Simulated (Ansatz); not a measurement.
**C₂H₅ClF₂Si: small, medium and large basis sets**

An exercise on one series of results from a longer session: the logs are not shown, and one member is left open.

Method: one geometry, several basis sets; program: Ansatz 0.2.0, Gaussian basis.

Plan: PBE0-D4/def2-SVP; ωB97M-V/def2-SVP; PBE0-D4/def2-QZVPP; ωB97M-V/def2-QZVPP; the functionals' def2-TZVPP values are taken from earlier runs.

### The relaxed structure

The geometry comes from an earlier relaxation with PBE0-D4 in a triple-zeta def2 set; it is a stationary point, not always the lowest conformer.

SMILES `FC[SiH](F)CCl`, 11 atoms, charge 0, spin multiplicity 1.

Atoms are counted from 1 here; the program's logs count them from 0.

Bond lengths: F1–C2 1.392 Å, C2–Si3 1.881 Å, C2–H7 1.095 Å, C2–H8 1.095 Å, Si3–F4 1.601 Å, Si3–C5 1.870 Å, Si3–H9 1.481 Å, C5–Cl6 1.788 Å, C5–H10 1.090 Å, C5–H11 1.090 Å. Angles: F1–C2–Si3 109.8°, F1–C2–H7 108.3°, F1–C2–H8 108.4°, Si3–C2–H7 111.4°, Si3–C2–H8 110.9°, H7–C2–H8 107.9°, C2–Si3–F4 109.0°, C2–Si3–C5 109.9°, C2–Si3–H9 110.3°, F4–Si3–C5 108.2°, F4–Si3–H9 108.5°, C5–Si3–H9 110.9°, Si3–C5–Cl6 106.1°, Si3–C5–H10 112.3°, Si3–C5–H11 113.2°, Cl6–C5–H10 107.9°, Cl6–C5–H11 108.0°, H10–C5–H11 109.1°.

As a file:

```mol
C2H5ClF2Si
  3D, bonds by distance, orders not assigned

 11 10  0  0  0  0  0  0  0  0999 V2000
   -1.2192   -1.2523    1.2863 F   0  0
   -1.4436   -0.5807    0.0875 C   0  0
   -0.1459    0.7614   -0.1439 Si  0  0
   -0.3707    1.8995    0.9595 F   0  0
    1.5630    0.0412    0.0973 C   0  0
    1.8101   -1.1115   -1.2471 Cl  0  0
   -2.4544   -0.1592    0.1135 H   0  0
   -1.4029   -1.3087   -0.7294 H   0  0
   -0.2767    1.3762   -1.4854 H   0  0
    1.6511   -0.5113    1.0327 H   0  0
    2.3546    0.7885    0.0496 H   0  0
  1  2  8  0
  2  3  8  0
  3  4  8  0
  3  5  8  0
  5  6  8  0
  2  7  8  0
  2  8  8  0
  3  9  8  0
  5 10  8  0
  5 11  8  0
M  END
```

Set-up of the first run:

Contents of in.yaml:

```yaml
crystal:
  periodic: [false, false, false]
  atoms:
    - {symbol: F, position_ang: [-1.219183, -1.252318, 1.286307]}
    - {symbol: C, position_ang: [-1.443625, -0.580656, 0.087461]}
    - {symbol: Si, position_ang: [-0.145948, 0.761360, -0.143932]}
    - {symbol: F, position_ang: [-0.370702, 1.899476, 0.959531]}
    - {symbol: C, position_ang: [1.562989, 0.041212, 0.097335]}
    - {symbol: Cl, position_ang: [1.810109, -1.111467, -1.247059]}
    - {symbol: H, position_ang: [-2.454405, -0.159238, 0.113460]}
    - {symbol: H, position_ang: [-1.402854, -1.308694, -0.729397]}
    - {symbol: H, position_ang: [-0.276726, 1.376158, -1.485395]}
    - {symbol: H, position_ang: [1.651126, -0.511337, 1.032690]}
    - {symbol: H, position_ang: [2.354617, 0.788503, 0.049598]}
basis:
  gaussian: {orbitals: def2-SVP}
hamiltonian: {xc: pbe0, dispersion: d4}
output: {orbitals: {seedname: orbitals}}
```

Command:

```sh
ansatz run in.yaml --threads 4 --pin off --events-out ev --progress --plain --max-ram 10444MiB
```

Among the steps run: PBE0-D4 in def2-SVP; ωB97M-V in def2-SVP; PBE0-D4 in def2-QZVPP; ωB97M-V in def2-QZVPP.

One of the session's tables, all rows but one given; the rest of the session is left out.

It belongs to the step «Functionals by basis». 

| functional | basis | HOMO (eV) | LUMO (eV) |
| --- | --- | --- | --- |
| PBE0-D4 | def2-SVP | -8.26 | 0.35 |
| PBE0-D4 | def2-TZVPP | -8.38 | -0.12 |
| PBE0-D4 | def2-QZVPP | ? | ? |
| ωB97M-V | def2-SVP | -10.49 | 2.45 |
| ωB97M-V | def2-TZVPP | -10.64 | 1.76 |
| ωB97M-V | def2-QZVPP | -10.69 | 1.31 |

Estimate the missing values for PBE0-D4, def2-QZVPP.

**Answer.** HOMO (eV): -8.42; LUMO (eV): -0.31. In the column «HOMO (eV)» it lies between ωB97M-V, def2-SVP (-10.49) and PBE0-D4, def2-TZVPP (-8.38).
